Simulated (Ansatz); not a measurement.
# Ag2: the cost of one run

Method: DFT PBE0, Gaussian basis def2-TZVPP, and further levels as typed in the inputs, in Ansatz 0.2.0.

3 further runs of the same task are left out: 3 that didn't finish.

### 1 The system as given

Bond lengths: Ag1–Ag2 2.550 Å.

Structure file:

```xyz
2

Ag    0.0000    0.0000   -1.2750
Ag    0.0000    0.0000    1.2750
```

### 2 Relaxing the atoms: Ag2

The input, input.yaml:

```yaml
relax:
  f_tol: 0.001
  max_steps: 200
crystal:
  periodic: [false, false, false]
  atoms:
    - { symbol: Ag, position_ang: [0.0, 0.0, -1.275] }
    - { symbol: Ag, position_ang: [0.0, 0.0, 1.275] }
basis:
  gaussian: { orbitals: def2-TZVPP }
hamiltonian:
  xc: pbe0
```

The run is started by

```
> ansatz run input.yaml --threads 4 --pin off --max-ram 12288MiB --backend cpu --events-out ev --progress --plain --runs-dir out
```

**Question.** How long does this run take on 4 threads of Intel Xeon 6975P-C (Granite Rapids), shared host, and how much memory does it need?

About 2.4 s, with a peak of 0.2 GiB.
